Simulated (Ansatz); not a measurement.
Task: harmonic frequencies at the relaxed geometry of CH₆GeSi, SMILES [CH2]1[SiH2][GeH2]1, with Ansatz 0.2.0, Python API. Give the script and its output. Use (for the species named): PBE0, def2-SVP basis, multiplicity 1.

| atom | x (Å) | y (Å) | z (Å) |
| --- | --- | --- | --- |
| C | -0.6659 | 0.0228 | -0.6378 |
| Si | 0.8335 | 0.9346 | -0.2391 |
| Ge | -0.1092 | -0.9496 | 0.8491 |
| H | -1.5559 | 0.6651 | -0.4343 |
| H | -0.6733 | -0.5000 | -1.6237 |
| H | 0.6831 | 2.1787 | 0.5584 |
| H | 2.0278 | 0.5818 | -1.0587 |
| H | 0.4845 | -2.3225 | 0.4068 |
| H | -0.9360 | -0.6572 | 2.1621 |

Script `ch6gesi.py`:
```python
'''Vibrations and zero-point energy of CH6GeSi.'''

import itertools

import ansatz as az
from ase.data import atomic_numbers, covalent_radii
import numpy as np


def main() -> None:
    geometry_ang = [
        ('C', [-0.6659, 0.0228, -0.6378]),
        ('Si', [0.8335, 0.9346, -0.2391]),
        ('Ge', [-0.1092, -0.9496, 0.8491]),
        ('H', [-1.5559, 0.6651, -0.4343]),
        ('H', [-0.6733, -0.5, -1.6237]),
        ('H', [0.6831, 2.1787, 0.5584]),
        ('H', [2.0278, 0.5818, -1.0587]),
        ('H', [0.4845, -2.3225, 0.4068]),
        ('H', [-0.936, -0.6572, 2.1621]),
    ]
    molecule = az.Crystal.molecule()
    for symbol, xyz in geometry_ang:
        molecule = molecule.atom(symbol, xyz)

    job = (
        molecule.calculation()
        .basis(gaussian='def2-SVP')  # the orbital basis, by name
        .functional('PBE0')
    )
    symbols = [site.symbol for site in molecule.cartesian_sites]
    start = np.array([site.position_ang for site in molecule.cartesian_sites], dtype=float)
    report = job.relax(force_tolerance=0.003).run().report
    end = np.array(report['positions_ang'])

    # pairs closer than 1.2 times the sum of covalent radii, before or after
    radius = [covalent_radii[atomic_numbers[s]] for s in symbols]
    span = lambda where, i, j: np.linalg.norm(where[i] - where[j])
    bonded = [(i, j) for i, j in itertools.combinations(range(len(symbols)), 2) if min(span(start, i, j), span(end, i, j)) < 1.2 * (radius[i] + radius[j])]
    print('pair        before    after (A)')
    for i, j in bonded:
        print(f'{symbols[i]}{i}-{symbols[j]}{j}'.ljust(10), f'{span(start, i, j):8.4f} {span(end, i, j):8.4f}')

    # same settings at the minimum
    minimum = az.Crystal.molecule()
    for symbol, place in zip(symbols, end):
        minimum = minimum.atom(symbol, place.tolist())
    vibrating = (
        minimum.calculation()
        .basis(gaussian='def2-SVP')  # atom-centred Gaussian functions
        .functional('PBE0')
        .phonons(temperatures=(200, 600, 100))
    )
    vib = vibrating.run().report['vibrations']
    sums = vib['harmonic_sums']
    modes = [m['omega_inv_cm'] for m in sums['modes_at_gamma'] if m['rigid_motion'] == 'no']
    for number, w in enumerate(modes, start=1):
        print(f'mode {number:2d} {w:9.1f} 1/cm {w / 8065.544 * 1000:8.2f} meV')
    print('imaginary modes:', sum(w < 0 for w in modes), ' zero-point energy:', round(sums['zero_point_energy_ev'], 4), 'eV')
    print('T (K)   F_vib (eV)   S_vib (meV/K)   C_vib (meV/K)')
    for row in zip(sums['temperatures_k'], sums['vibrational_free_energy_ev'], vib['entropy_ev_per_k'], vib['heat_capacity_ev_per_k']):
        print(f'{row[0]:6.1f} {row[1]:11.4f} {1000 * row[2]:13.4f} {1000 * row[3]:15.4f}')


if __name__ == '__main__':
    main()
```

```console
$ python ch6gesi.py
pair        before    after (A)
C0-Si1       1.7996   1.8955
C0-Ge2       1.8618   2.0031
C0-H3        1.1163   1.0974
C0-H4        1.1160   1.0974
Si1-Ge2      2.3713   2.3076
Si1-H5       1.4854   1.4892
Si1-H6       1.4908   1.4892
Ge2-H7       1.5598   1.5308
Ge2-H8       1.5789   1.5308
mode  1     279.5 1/cm    34.65 meV
mode  2     388.2 1/cm    48.13 meV
mode  3     394.7 1/cm    48.93 meV
mode  4     404.6 1/cm    50.16 meV
mode  5     460.3 1/cm    57.07 meV
mode  6     557.5 1/cm    69.12 meV
mode  7     586.9 1/cm    72.77 meV
mode  8     666.6 1/cm    82.64 meV
mode  9     745.2 1/cm    92.39 meV
mode 10     753.6 1/cm    93.43 meV
mode 11     838.6 1/cm   103.97 meV
mode 12     881.4 1/cm   109.27 meV
mode 13     900.5 1/cm   111.65 meV
mode 14     911.0 1/cm   112.95 meV
mode 15    1341.9 1/cm   166.38 meV
mode 16    2173.3 1/cm   269.45 meV
mode 17    2191.9 1/cm   271.76 meV
mode 18    2241.8 1/cm   277.95 meV
mode 19    2264.3 1/cm   280.74 meV
mode 20    3128.9 1/cm   387.94 meV
mode 21    3221.1 1/cm   399.36 meV
imaginary modes: 0  zero-point energy: 1.5704 eV
T (K)   F_vib (eV)   S_vib (meV/K)   C_vib (meV/K)
 200.0      1.5631        0.1424          0.3503
 300.0      1.5394        0.3386          0.6240
 400.0      1.4951        0.5471          0.8237
 500.0      1.4302        0.7473          0.9697
 600.0      1.3460        0.9346          1.0835
```

What to keep in mind:
- The settings weren't tested for convergence.
- The frequencies are harmonic and unscaled, in a modest basis.
- Finished in 3.1 min on 1 thread of Arm Neoverse V1 (shared host), peak memory 0.28 GiB.
